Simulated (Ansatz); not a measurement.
# AlH9N2O: the cost of one run

Method: PBE0-D4/def2-SVP; program: Ansatz 0.2.0, Gaussian basis.

29 further runs of the same task are left out: 1 that didn't finish, 28 set aside as unsound or not needed.

## (1) Where the work starts

The first end: 13 atoms, charge 0, spin multiplicity 1.

Atoms are counted from 1 here; the program's logs count them from 0.

Bond lengths: Al1–O2 1.753 Å, Al1–H3 1.603 Å, Al1–H4 1.604 Å, Al1–N6 2.014 Å, O2–H9 0.955 Å, H5–N6 1.044 Å, N6–H10 1.014 Å, N6–H11 1.014 Å, H7–N8 1.023 Å, N8–H12 1.012 Å, N8–H13 1.013 Å. Angles: O2–Al1–H3 115.4°, O2–Al1–H4 114.7°, O2–Al1–N6 97.6°, H3–Al1–H4 118.7°, H3–Al1–N6 100.9°, H4–Al1–N6 105.2°, Al1–O2–H9 119.6°, Al1–N6–H5 106.5°, Al1–N6–H10 112.8°, Al1–N6–H11 112.5°, H5–N6–H10 108.9°, H5–N6–H11 108.1°, H10–N6–H11 107.9°, H7–N8–H12 108.4°, H7–N8–H13 107.8°, H12–N8–H13 107.3°.

As a file:

```
Al   -1.1015    0.1874   -1.2004
O     0.0330   -1.1492   -1.1837
H    -0.5808    1.5210   -1.9205
H    -2.6373   -0.2386   -1.3855
H     0.0580    0.5083    1.0117
N    -0.9293    0.7076    0.7372
H     1.4903   -0.7779    0.1429
N     1.7912   -0.2121    0.9405
H    -0.1729   -1.9483   -1.6643
H    -1.1228    1.6899    0.8983
H    -1.5399    0.1673    1.3404
H     2.1572   -0.8323    1.6517
H     2.5546    0.3770    0.6317
```

The second end:

```csv
atom,x (Å),y (Å),z (Å)
Al1,-1.2251,0.2870,-1.0316
O2,0.3441,-0.8143,-1.2338
H3,-1.0632,1.4328,-2.1332
H4,-2.3586,-0.8410,-1.1885
H5,0.8273,0.2296,1.1595
N6,-0.9814,0.9272,0.6908
H7,0.9853,-0.7655,-0.3965
N8,1.6378,-0.3695,0.9166
H9,0.1661,-1.7273,-1.4705
H10,-0.9745,1.9347,0.7863
H11,-1.6064,0.5707,1.4027
H12,1.7750,-1.0627,1.6410
H13,2.4736,0.1983,0.8571
```

## (2) The band at PBE0-D4/def2-SVP

Contents of neb/in.yaml:

```yaml
crystal:
  periodic: [false, false, false]
  atoms:
    - {symbol: Al, position_ang: [-1.101537, 0.187381, -1.200425]}
    - {symbol: O, position_ang: [0.032996, -1.149156, -1.183663]}
    - {symbol: H, position_ang: [-0.580820, 1.520965, -1.920523]}
    - {symbol: H, position_ang: [-2.637322, -0.238648, -1.385473]}
    - {symbol: H, position_ang: [0.058026, 0.508264, 1.011703]}
    - {symbol: N, position_ang: [-0.929251, 0.707571, 0.737233]}
    - {symbol: H, position_ang: [1.490331, -0.777850, 0.142867]}
    - {symbol: N, position_ang: [1.791222, -0.212098, 0.940486]}
    - {symbol: H, position_ang: [-0.172865, -1.948301, -1.664251]}
    - {symbol: H, position_ang: [-1.122804, 1.689860, 0.898262]}
    - {symbol: H, position_ang: [-1.539868, 0.167269, 1.340417]}
    - {symbol: H, position_ang: [2.157245, -0.832253, 1.651691]}
    - {symbol: H, position_ang: [2.554647, 0.376996, 0.631678]}
basis:
  gaussian: {orbitals: def2-SVP}
hamiltonian: {xc: pbe0, dispersion: d4}
neb:
  images: 5
  climbing: true
  max_iterations: 40
  initial_path: idpp
  final_atoms:
    - {symbol: Al, position_ang: [-1.225073, 0.287025, -1.031623]}
    - {symbol: O, position_ang: [0.344118, -0.814276, -1.233794]}
    - {symbol: H, position_ang: [-1.063200, 1.432831, -2.133183]}
    - {symbol: H, position_ang: [-2.358612, -0.841035, -1.188473]}
    - {symbol: H, position_ang: [0.827302, 0.229610, 1.159520]}
    - {symbol: N, position_ang: [-0.981406, 0.927238, 0.690835]}
    - {symbol: H, position_ang: [0.985317, -0.765519, -0.396466]}
    - {symbol: N, position_ang: [1.637796, -0.369522, 0.916557]}
    - {symbol: H, position_ang: [0.166138, -1.727322, -1.470451]}
    - {symbol: H, position_ang: [-0.974509, 1.934730, 0.786292]}
    - {symbol: H, position_ang: [-1.606400, 0.570663, 1.402726]}
    - {symbol: H, position_ang: [1.774957, -1.062710, 1.640967]}
    - {symbol: H, position_ang: [2.473570, 0.198287, 0.857091]}
```

Command:

```
$ ansatz run in.yaml --threads 4 --pin off --events-out ev --progress --plain --max-ram 9574MiB
```

**Question.** How long does this run take on 4 threads of Arm Neoverse V2, shared host?

About 2.4 min.
